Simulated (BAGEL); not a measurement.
**CHBClFO (SMILES FC1OB1Cl): RI-MP2/cc-pVDZ (density fitting with qzvpp-jkfit)**

What is the energy change on altering one bond length of CHBClFO at RI-MP2/cc-pVDZ (density fitting with qzvpp-jkfit)? 

The results are computed with BAGEL 1.2.2.

2 further runs of the same task are left out: 2 set aside as unsound or not needed.

**1. Starting point**

The species is CHBClFO (6 atoms), meant as a singlet with charge 0. SMILES: `FC1OB1Cl`. Geometry: relaxed at PBE0-D4/def2-TZVP.

Bond lengths: F1–C2 1.347 Å, C2–O3 1.470 Å, C2–B4 1.505 Å, O3–B4 1.335 Å, B4–Cl5 1.709 Å, C2–H6 1.086 Å. Angles: F1–C2–O3 112.6°, F1–C2–B4 121.0°, O3–C2–B4 53.3°, C2–O3–B4 64.7°, C2–B4–O3 62.0°, C2–B4–Cl5 159.7°, O3–B4–Cl5 138.2°, F1–C2–H6 110.4°, O3–C2–H6 112.8°, B4–C2–H6 128.2°.

**2. The energy at RI-MP2/cc-pVDZ (density fitting with qzvpp-jkfit)**

The input, input.json:

```json
{ "bagel" : [

{
  "title" : "molecule",
  "basis" : "cc-pvdz.json",
  "df_basis" : "qzvpp-jkfit",
  "angstrom" : true,
  "geometry" : [
    { "atom" : "F", "xyz" : [      -0.276000,      -1.630800,       0.652800 ] },
    { "atom" : "C", "xyz" : [      -0.007100,      -0.311100,       0.617700 ] },
    { "atom" : "O", "xyz" : [       1.091300,       0.017600,      -0.302500 ] },
    { "atom" : "B", "xyz" : [      -0.111800,       0.466800,      -0.666600 ] },
    { "atom" : "Cl", "xyz" : [      -0.812000,       1.324200,      -1.969000 ] },
    { "atom" : "H", "xyz" : [       0.157700,       0.069100,       1.621300 ] }
  ]
},

{ "title" : "hf" },

{ "title" : "mp2", "ncore" : 9 }

]}
```

The basis set cc-pVDZ is read from a file made from the Basis Set Exchange's data (not shown).

The run is started by

```bash
$ BAGEL_NUM_THREADS=1 BAGEL input.json > input.out
```

The log of the run:

```text
* using 1 threads per process

  ===============================================================
  ===============================================================

  *** Geometry ***

  { "atom" : "F", "xyz" : [     -0.521564,     -3.081765,      1.233613 ] },
  { "atom" : "C", "xyz" : [     -0.013417,     -0.587894,      1.167284 ] },
  { "atom" : "O", "xyz" : [      2.062258,      0.033259,     -0.571642 ] },
  { "atom" : "B", "xyz" : [     -0.211271,      0.882124,     -1.259691 ] },
  { "atom" : "Cl", "xyz" : [     -1.534458,      2.502375,     -3.720871 ] },
  { "atom" : "H", "xyz" : [      0.298010,      0.130580,      3.063813 ] },

  Number of auxiliary basis functions:      450

  Since a DF basis is specified, we compute 2- and 3-index integrals:
    o Being stored without compression. Storage requirement is 0.022 GB

  Number of basis functions:       79
  Number of electrons      :       46

    * METHOD: MOLECULE                             0.17

  *** RHF ***

  === Nuclear Repulsion ===
   190.3894835312

      * DIIS with orbital gradients will be used.

  === RHF iteration (cc-pvdz.json) ===
      0       -696.77256499          0.01577317           0.06
      1       -696.88784239          0.01309145           0.05
      2       -696.97363291          0.00159455           0.05
      3       -696.97552430          0.00058240           0.05
      4       -696.97579255          0.00015156           0.05
      5       -696.97581519          0.00005167           0.05
      6       -696.97581860          0.00002084           0.05
      7       -696.97581930          0.00000534           0.05
      8       -696.97581935          0.00000227           0.06
      9       -696.97581936          0.00000124           0.06
     10       -696.97581936          0.00000039           0.05
     11       -696.97581936          0.00000014           0.06
     12       -696.97581936          0.00000006           0.06
     13       -696.97581936          0.00000002           0.06
     14       -696.97581936          0.00000001           0.05
    * SCF iteration converged.

    * Permanent dipole moment:
           (    0.337653,    -0.570809,    -0.325688) a.u.

    * METHOD: HF                                   0.97

  *** RHF ***

  === Nuclear Repulsion ===
   190.3894835312

      * DIIS with orbital gradients will be used.

  === RHF iteration (cc-pvdz.json) ===
      0       -696.97581936          0.00000000           0.05
    * SCF iteration converged.

    * Permanent dipole moment:
           (    0.337653,    -0.570809,    -0.325688) a.u.

  === DF-MP2 calculation ===

    * freezing 9 orbitals
    * 3-index integral transformation done
    * assembly done

      MP2 correlation energy:   -0.7109404527      0.04

      MP2 total energy:       -697.6867598116

    * METHOD: MP2                                  0.16

  ===============================================================
```

Wall time 1.5 s (1 thread of Arm Neoverse V2, shared host); peak memory 0.1 GiB.

**3. The distorted shape, same level**

The input, mp2.json:

```json
{ "bagel": [

{
  "title": "molecule",
  "basis": "cc-pvdz.json",
  "df_basis": "qzvpp-jkfit",
  "angstrom": "true",
  "geometry": [
    { "atom": "F", "xyz": [      -0.358404,      -1.820909,       0.150976 ] },
    { "atom": "C", "xyz": [      -0.089504,      -0.501209,       0.115876 ] },
    { "atom": "O", "xyz": [       1.008896,      -0.172509,      -0.804324 ] },
    { "atom": "B", "xyz": [      -0.194204,       0.276691,      -1.168424 ] },
    { "atom": "Cl", "xyz": [      -0.894404,       1.134091,      -2.470824 ] },
    { "atom": "H", "xyz": [       0.157700,       0.069100,       1.621300 ] }
  ]
},

{
  "title": "hf"
},

{
  "title": "mp2",
  "ncore": 9
}

]}
```

The basis set cc-pVDZ is read from a file made from the Basis Set Exchange's data (not shown).

The run is started by

```bash
$ BAGEL_NUM_THREADS=1 BAGEL mp2.json > mp2.out
```

The log of the run:

```text
* using 1 threads per process

  ===============================================================
  ===============================================================

  *** Geometry ***

  { "atom" : "F", "xyz" : [     -0.677285,     -3.441019,      0.285303 ] },
  { "atom" : "C", "xyz" : [     -0.169138,     -0.947148,      0.218974 ] },
  { "atom" : "O", "xyz" : [      1.906537,     -0.325995,     -1.519952 ] },
  { "atom" : "B", "xyz" : [     -0.366992,      0.522870,     -2.208001 ] },
  { "atom" : "Cl", "xyz" : [     -1.690179,      2.143121,     -4.669181 ] },
  { "atom" : "H", "xyz" : [      0.298010,      0.130580,      3.063813 ] },

  Number of auxiliary basis functions:      450

  Since a DF basis is specified, we compute 2- and 3-index integrals:
    o Being stored without compression. Storage requirement is 0.022 GB

  Number of basis functions:       79
  Number of electrons      :       46

    * METHOD: MOLECULE                             0.17

  *** RHF ***

  === Nuclear Repulsion ===
   188.2220294470

      * DIIS with orbital gradients will be used.

  === RHF iteration (cc-pvdz.json) ===
      0       -696.65851131          0.01656863           0.06
      1       -696.77881632          0.01415170           0.05
      2       -696.88268428          0.00169309           0.05
      3       -696.88546585          0.00068705           0.06
      4       -696.88589473          0.00019360           0.06
      5       -696.88594729          0.00007438           0.06
      6       -696.88595543          0.00003167           0.06
      7       -696.88595693          0.00000740           0.06
      8       -696.88595701          0.00000307           0.05
      9       -696.88595703          0.00000121           0.05
     10       -696.88595703          0.00000040           0.05
     11       -696.88595703          0.00000018           0.05
     12       -696.88595703          0.00000005           0.05
     13       -696.88595703          0.00000003           0.05
     14       -696.88595703          0.00000001           0.05
    * SCF iteration converged.

    * Permanent dipole moment:
           (    0.343817,    -0.533399,    -0.111243) a.u.

    * METHOD: HF                                   0.97

  *** RHF ***

  === Nuclear Repulsion ===
   188.2220294470

      * DIIS with orbital gradients will be used.

  === RHF iteration (cc-pvdz.json) ===
      0       -696.88595703          0.00000001           0.05
    * SCF iteration converged.

    * Permanent dipole moment:
           (    0.343817,    -0.533399,    -0.111243) a.u.

  === DF-MP2 calculation ===

    * freezing 9 orbitals
    * 3-index integral transformation done
    * assembly done

      MP2 correlation energy:   -0.7243619588      0.03

      MP2 total energy:       -697.6103189910

    * METHOD: MP2                                  0.15

  ===============================================================
```

Wall time 1.4 s (1 thread of Arm Neoverse V2, shared host); peak memory 0.1 GiB.

**4. What came out**

Level: RI-MP2/cc-pVDZ (density fitting with qzvpp-jkfit), 9 core orbitals frozen.

| quantity | value |
| --- | --- |
| first shape: total energy | -697.68676 Eh |
| first shape: correlation energy (9 core orbitals frozen) | -710.9 mEh |
| distorted shape: total energy | -697.61032 Eh |
| distorted shape: correlation energy (9 core orbitals frozen) | -724.4 mEh |
| energy change with the C2–H6 bond stretched from 1.086 to 1.629 Å | 2.080 eV |

In words: With the C2–H6 bond stretched from 1.086 to 1.629 Å the energy rises by 2.08 eV (48 kcal/mol). The first shape isn't relaxed at this level, so the change isn't measured from a minimum.
